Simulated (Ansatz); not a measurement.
# KTi2BiO6: the cost of one run

Program: the Python package of Ansatz 0.2.0. Level of theory: DFT r2SCAN, plane waves, PAW. These are calculated values, not measurements.

**1. The system**

KTi2BiO6 Fm-3m: It takes space group Fm-3m (No. 225, cubic). The conventional cell has a = 7.857 Å, b = 7.857 Å, c = 7.857 Å, α = 90.00°, β = 90.00°, γ = 90.00°. Around K (site symmetry m-3m) lie 12 O at 2.78 Å. Ti (site symmetry -43m) is surrounded by 6 O at 1.96 Å. Around Bi (site symmetry m-3m) lie 12 O at 2.78 Å. Only part of the 4 independent sites is listed.

K Im-3m: It takes space group Im-3m (No. 229, cubic). Conventional cell: a = 5.225 Å, b = 5.225 Å, c = 5.225 Å, α = 90.00°, β = 90.00°, γ = 90.00°.

Ti2BiO6 Fm-3m: It takes space group Fm-3m (No. 225, cubic). The conventional cell has a = 7.857 Å, b = 7.857 Å, c = 7.857 Å, α = 90.00°, β = 90.00°, γ = 90.00°. Ti (site symmetry -43m) has 6 O at 1.96 Å as nearest neighbours. Bi (site symmetry m-3m) has 12 O at 2.78 Å as nearest neighbours. Around O (site symmetry mmm) lie 2 Ti at 1.96 Å and 2 Bi at 2.78 Å.

No structure file is read: the coordinates are typed or built in the script.

**2. The script**

File voltage_kti2bio6.py:

```python
from collections import Counter
import warnings

import ansatz as az
from ase.data import atomic_masses, atomic_numbers
import numpy as np

PHASES = {
    'KTi2BiO6': (
        [(0.0, 3.928694, 3.928694), (3.928694, 0.0, 3.928694), (3.928694, 3.928694, 0.0)],
        [
            ('K', (0.0, 0.0, 0.0)),
            ('Ti', (0.25, 0.25, 0.25)),
            ('Ti', (0.75, 0.75, 0.75)),
            ('Bi', (0.5, 0.5, 0.5)),
            ('O', (0.5, 0.0, 0.0)),
            ('O', (0.0, 0.5, 0.5)),
            ('O', (0.0, 0.0, 0.5)),
            ('O', (0.5, 0.5, 0.0)),
            ('O', (0.0, 0.5, 0.0)),
            ('O', (0.5, 0.0, 0.5)),
        ],
    ),
    'K': (
        [(-2.6125, 2.6125, 2.6125), (2.6125, -2.6125, 2.6125), (2.6125, 2.6125, -2.6125)],
        [
            ('K', (0.0, 0.0, 0.0)),
        ],
    ),
}


def build(vectors, sites):
    crystal = az.Crystal(lattice=az.Lattice.of(vectors))
    for symbol, position in sites:
        crystal = crystal.atom(symbol, position)
    return crystal


def ground_state(name, crystal):
    calc = (
        crystal.calculation()
        .functional(az.Functional.R2SCAN)
        .scf(tolerance=1e-07)
        .basis(550)
        .kpoints(spacing=0.33)
        .occupations('fermi_dirac', width=0.05)
        .band_table()
    )
    calc = calc.relax(force_tolerance=0.01, fix_cell=['shape'])
    return calc.run()


def counts(outcome):
    return Counter(site.symbol for site in outcome.lattice.sites)


def gap_ev(outcome):
    # nan where the run reports no band edges: a metal, overlapping bands, or a gap that is small against the smearing
    edges = outcome.report.get('band_edges_ev')
    return edges[1] - edges[0] if edges else float('nan')


def main() -> None:
    warnings.simplefilter('ignore', az.DeckWarning)

    phases = {name: build(*cell) for name, cell in PHASES.items()}
    host = phases['KTi2BiO6'].resolved()
    for site in phases['KTi2BiO6'].resolved().sites:
        if site.symbol == 'K':
            host = host.vacancy('K', at=site.position)
    phases['Ti2BiO6'] = host.resolved()

    done = {}
    for name, crystal in phases.items():
        done[name] = ground_state(name, crystal)
        print(f'{name}: {done[name].report["energy_sigma0_ev"]:.4f} eV, {len(done[name].lattice.sites)} atoms')

    full, empty, metal = done['KTi2BiO6'], done['Ti2BiO6'], done['K']
    n = counts(full)['K']
    reaction = full.report['energy_sigma0_ev'] - empty.report['energy_sigma0_ev'] - n * metal.report['energy_sigma0_ev'] / len(metal.lattice.sites)
    voltage = -reaction / n
    v_full, v_empty = (abs(np.linalg.det(o.lattice.cell_ang)) for o in (full, empty))
    print(f'average voltage {voltage:.3f} V for {n} K per cell')
    print(f'cell volume {v_empty:.2f} -> {v_full:.2f} A^3 on insertion ({100 * (v_full / v_empty - 1):+.1f} %)')
    print('gaps on the mesh (eV): full', round(gap_ev(full), 2), 'empty', round(gap_ev(empty), 2))
    mass = sum(k * atomic_masses[atomic_numbers[e]] for e, k in counts(full).items())
    capacity = 26801 * 1 * n / mass
    print(f'capacity {capacity:.0f} mAh/g of the full compound, energy {capacity * voltage:.0f} Wh/kg')


if __name__ == '__main__':
    main()
```

**3. The run**

On the command line:

```bash
python voltage_kti2bio6.py
```

What time and memory should one allow on 1 thread of Arm Neoverse V1, shared host?

About 1.9 min, with a peak of 0.96 GiB.
